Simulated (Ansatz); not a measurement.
**C4H5F3O2: small, medium and large basis sets**

The task here is to estimate one member of a computed series from the others.

Method: one geometry, several basis sets; program: Ansatz 0.2.0, Gaussian basis.

Plan: PBE0-D4/def2-SVP; ωB97M-V/def2-SVP; PBE0-D4/def2-QZVPP; ωB97M-V/def2-QZVPP; the functionals' def2-TZVPP values are taken from earlier runs.

## Structure used throughout

An earlier PBE0-D4 in a triple-zeta def2 set relaxation fixed the geometry.

SMILES `CCOC(=O)C(F)(F)F`, 14 atoms, charge 0, spin multiplicity 1.

Atoms are counted from 1 here; the program's logs count them from 0.

Bond lengths: C1–C2 1.507 Å, C1–H10 1.091 Å, C1–H11 1.091 Å, C1–H12 1.092 Å, C2–O3 1.442 Å, C2–H13 1.089 Å, C2–H14 1.091 Å, O3–C4 1.318 Å, C4–O5 1.194 Å, C4–C6 1.545 Å, C6–F7 1.321 Å, C6–F8 1.334 Å, C6–F9 1.333 Å. Angles: C2–C1–H10 111.0°, C2–C1–H11 110.9°, C2–C1–H12 109.4°, H10–C1–H11 109.1°, H10–C1–H12 108.1°, H11–C1–H12 108.3°, C1–C2–O3 111.0°, C1–C2–H13 111.9°, C1–C2–H14 111.6°, O3–C2–H13 104.1°, O3–C2–H14 108.5°, H13–C2–H14 109.4°, C2–O3–C4 116.4°, O3–C4–O5 127.7°, O3–C4–C6 109.4°, O5–C4–C6 122.9°, C4–C6–F7 110.5°, C4–C6–F8 110.3° and more.

The first run:

in.yaml reads:

```yaml
crystal:
  periodic: [false, false, false]
  atoms:
    - {symbol: C, position_ang: [-0.369051, -0.259419, -2.034098]}
    - {symbol: C, position_ang: [-0.198219, 0.896218, -1.081900]}
    - {symbol: O, position_ang: [-0.440604, 0.485379, 0.279440]}
    - {symbol: C, position_ang: [0.576209, -0.058393, 0.918169]}
    - {symbol: O, position_ang: [1.683752, -0.237014, 0.509740]}
    - {symbol: C, position_ang: [0.132073, -0.458031, 2.343511]}
    - {symbol: F, position_ang: [1.142185, -0.987880, 3.010651]}
    - {symbol: F, position_ang: [-0.855598, -1.353284, 2.287726]}
    - {symbol: F, position_ang: [-0.308236, 0.606355, 3.015185]}
    - {symbol: H, position_ang: [0.380847, -1.030128, -1.851953]}
    - {symbol: H, position_ang: [-1.363085, -0.699291, -1.937024]}
    - {symbol: H, position_ang: [-0.249807, 0.095066, -3.060298]}
    - {symbol: H, position_ang: [-0.935068, 1.678996, -1.258014]}
    - {symbol: H, position_ang: [0.804622, 1.321437, -1.141116]}
basis:
  gaussian: {orbitals: def2-SVP}
hamiltonian: {xc: pbe0, dispersion: d4}
output: {orbitals: {seedname: orbitals}}
```

Started as:

```bash
$ ansatz run in.yaml --threads 2 --pin off --events-out ev --progress --plain --max-ram 20480MiB --backend cpu
```

Among the steps run: PBE0-D4 in def2-SVP; ωB97M-V in def2-SVP; PBE0-D4 in def2-QZVPP; ωB97M-V in def2-QZVPP.

One table of the session follows, with a row left open; its other results are not shown here.

It belongs to the step «Density functionals: the series». 

```
functional       basis  HOMO (eV)
   PBE0-D4    def2-SVP      -8.75
   PBE0-D4  def2-TZVPP      -8.88
   PBE0-D4  def2-QZVPP      -8.92
   ωB97M-V    def2-SVP     -11.16
   ωB97M-V  def2-TZVPP          ?
   ωB97M-V  def2-QZVPP     -11.36
```

Estimate the missing values for ωB97M-V, def2-TZVPP.

As computed: HOMO (eV): -11.32. In the column «HOMO (eV)» it lies between ωB97M-V, def2-QZVPP (-11.36) and ωB97M-V, def2-SVP (-11.16).
